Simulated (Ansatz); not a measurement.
# C9H22Ge: the cost of one run

Program: Ansatz 0.2.0, Gaussian basis. Level of theory: one geometry, several basis sets. These are calculated values, not measurements.

Levels to be run: PBE0-D4/def2-SVP; ωB97M-V/def2-SVP; PBE0-D4/def2-QZVPP; ωB97M-V/def2-QZVPP; the functionals' def2-TZVPP values are taken from earlier runs.

## 1. Structure used throughout

An earlier PBE0-D4 in a triple-zeta def2 set relaxation fixed the geometry.

SMILES `C[CH](C)[GeH]([CH](C)C)[CH](C)C`, 32 atoms, charge 0, spin multiplicity 1.

Atoms are counted from 1 here; the program's logs count them from 0.

Bond lengths: C1–C2 1.523 Å, C1–H11 1.093 Å, C1–H12 1.094 Å, C1–H13 1.096 Å, C2–C3 1.523 Å, C2–Ge4 1.978 Å, C2–H14 1.096 Å, C3–H15 1.095 Å, C3–H16 1.096 Å, C3–H17 1.093 Å, Ge4–C5 1.983 Å, Ge4–C8 1.978 Å, Ge4–H18 1.554 Å, C5–C6 1.523 Å, C5–C7 1.524 Å, C5–H19 1.097 Å, C6–H20 1.096 Å, C6–H21 1.094 Å and more. Angles: C2–C1–H11 112.3°, C2–C1–H12 111.3°, C2–C1–H13 111.0°, H11–C1–H12 107.6°, H11–C1–H13 107.5°, H12–C1–H13 106.9°, C1–C2–C3 111.4°, C1–C2–Ge4 112.0°, C1–C2–H14 108.5°, C3–C2–Ge4 111.2°, C3–C2–H14 108.2°, Ge4–C2–H14 105.2°, C2–C3–H15 111.4°, C2–C3–H16 111.0°, C2–C3–H17 112.0°, H15–C3–H16 107.0°, H15–C3–H17 107.5°, H16–C3–H17 107.7° and more.

## 2. PBE0-D4 in def2-SVP

File in.yaml:

```yaml
crystal:
  periodic: [false, false, false]
  atoms:
    - {symbol: C, position_ang: [1.417099, -0.769036, 2.081153]}
    - {symbol: C, position_ang: [0.884775, 0.614182, 1.730476]}
    - {symbol: C, position_ang: [0.036652, 1.185613, 2.858381]}
    - {symbol: Ge, position_ang: [-0.108342, 0.614518, 0.019513]}
    - {symbol: C, position_ang: [-1.713498, -0.543672, 0.143925]}
    - {symbol: C, position_ang: [-2.874529, 0.001697, -0.677805]}
    - {symbol: C, position_ang: [-1.404886, -1.989731, -0.225292]}
    - {symbol: C, position_ang: [1.076228, 0.069822, -1.467324]}
    - {symbol: C, position_ang: [0.381260, 0.219158, -2.814432]}
    - {symbol: C, position_ang: [2.382084, 0.852623, -1.434222]}
    - {symbol: H, position_ang: [2.044822, -1.185882, 1.288778]}
    - {symbol: H, position_ang: [0.600411, -1.474890, 2.261188]}
    - {symbol: H, position_ang: [2.019613, -0.738023, 2.995859]}
    - {symbol: H, position_ang: [1.736907, 1.284569, 1.568296]}
    - {symbol: H, position_ang: [-0.843374, 0.563919, 3.051378]}
    - {symbol: H, position_ang: [0.605953, 1.233075, 3.793551]}
    - {symbol: H, position_ang: [-0.316370, 2.195272, 2.633424]}
    - {symbol: H, position_ang: [-0.572111, 2.071361, -0.256934]}
    - {symbol: H, position_ang: [-2.003025, -0.514831, 1.201341]}
    - {symbol: H, position_ang: [-3.766378, -0.623996, -0.557575]}
    - {symbol: H, position_ang: [-2.636726, 0.022394, -1.745470]}
    - {symbol: H, position_ang: [-3.138960, 1.020085, -0.384131]}
    - {symbol: H, position_ang: [-0.599583, -2.412462, 0.380280]}
    - {symbol: H, position_ang: [-1.106130, -2.079689, -1.273723]}
    - {symbol: H, position_ang: [-2.288104, -2.623477, -0.087429]}
    - {symbol: H, position_ang: [1.301374, -0.991305, -1.306844]}
    - {symbol: H, position_ang: [0.093118, 1.258916, -2.997599]}
    - {symbol: H, position_ang: [-0.523855, -0.388845, -2.884161]}
    - {symbol: H, position_ang: [1.044125, -0.083806, -3.632974]}
    - {symbol: H, position_ang: [3.039952, 0.551387, -2.257295]}
    - {symbol: H, position_ang: [2.932275, 0.701370, -0.502258]}
    - {symbol: H, position_ang: [2.203219, 1.927380, -1.540974]}
basis:
  gaussian: {orbitals: def2-SVP}
hamiltonian: {xc: pbe0, dispersion: d4}
output: {orbitals: {seedname: orbitals}}
```

Run with:

```
$ ansatz run in.yaml --threads 11 --pin off --events-out ev --progress --plain --max-ram 110592MiB --backend cpu
```

**Question.** How long does this run take on 11 threads of AMD EPYC 7R13, shared host, and how much memory does it need?

About 3.4 s, with a peak of 1.8 GiB.
